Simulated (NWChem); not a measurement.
# UHF/6-31G(d) (spherical functions) run of GaHOF (SMILES [OH][Ga][F])

Aim: the vertical ionisation energy of GaHOF at UHF/6-31G* (spherical functions), from 2 runs. 

Program for the calculation: NWChem 7.3.0.

2 further runs of the same task are left out: 1 that didn't finish, 1 set aside as unsound or not needed.

## Step 1: The molecule

GaHOF has 4 atoms, charge 0, and is taken as a doublet. As SMILES, `[OH][Ga][F]`. Geometry: relaxed at PBE0-D4/def2-TZVP.

Bond lengths: O1–Ga2 1.795 Å, Ga2–F3 1.759 Å, O1–H4 0.961 Å. Angles: O1–Ga2–F3 114.7°, Ga2–O1–H4 113.8°.

## Step 2: The energy at UHF/6-31G(d) (spherical functions)

sp.nw

```
echo
start sp
memory 2200 mb

geometry units angstrom noautosym nocenter noautoz
   O    -0.928500    0.061200   -0.333300
   Ga    0.802400    0.214300    0.117400
   F     1.450100   -1.148000    1.023000
   H    -1.268400    0.812300   -0.827400
end

basis spherical bse
   * library 6-31G*
end

scf
   nopen 1
   uhf
   thresh 1e-08
   maxiter 80
   noprint "final vectors analysis"
end

task scf energy
```

The run is started by

```bash
$ nwchem sp.nw > sp.out
```

Output:

```text
[...]
  functions       =    62
[...]
  wavefunction    = UHF
[...]
         Total SCF energy =  -2097.883242452767
      One electron energy =  -3291.643326250407
      Two electron energy =   1011.391203072748
 Nuclear repulsion energy =    182.368880724892
                       Sz =      0.5000
                 Sz(Sz+1) =      0.7500
                      S^2 =      0.7577
[...]
```

Run time: 17 s. Hardware: 1 thread of Intel Xeon Platinum 8488C (Sapphire Rapids), shared host; peak memory 0.097 GiB.

## Step 3: The singlet cation

fgaho.nw

```
start fgaho
title "FGaHO"
memory 2200 mb
charge 1

geometry noautosym nocenter noautoz
  O       -0.928500       0.061200      -0.333300
  Ga       0.802400       0.214300       0.117400
  F        1.450100      -1.148000       1.023000
  H       -1.268400       0.812300      -0.827400
end

basis "ao basis" spherical bse
  * library 6-31G*
end

scf
  thresh 1e-08
  maxiter 80
  print low
end

task scf energy
```

The run is started by

```bash
$ nwchem fgaho.nw > fgaho.out
```

Output:

```text
[...]
  functions       =    62
[...]
  wavefunction    = RHF
[...]
         Total SCF energy =  -2097.538033970228
      One-electron energy =  -3276.562816716831
      Two-electron energy =    996.655902021712
 Nuclear repulsion energy =    182.368880724892
        Time for solution =     12.1s
 Task  times  cpu:       12.5s     wall:       12.5s
[...]
```

It took 13 s on 1 thread of Intel Xeon Platinum 8488C (Sapphire Rapids), shared host; peak memory 0.097 GiB.

## Step 4: Summary of results

Level: UHF/6-31G* (spherical functions).

| quantity | value |
| --- | --- |
| doublet GaHOF: total energy | -2097.88324 Eh |
| doublet GaHOF: dipole moment | 3.88 D |
| doublet GaHOF: ⟨S²⟩ | 0.758 |
| singlet cation: total energy | -2097.53803 Eh |
| vertical ionisation energy (to the singlet cation) | 9.394 eV |

In words: The vertical ionisation energy comes to 9.39 eV (217 kcal/mol). Only the singlet of the ionised species was computed; a triplet could lie lower.
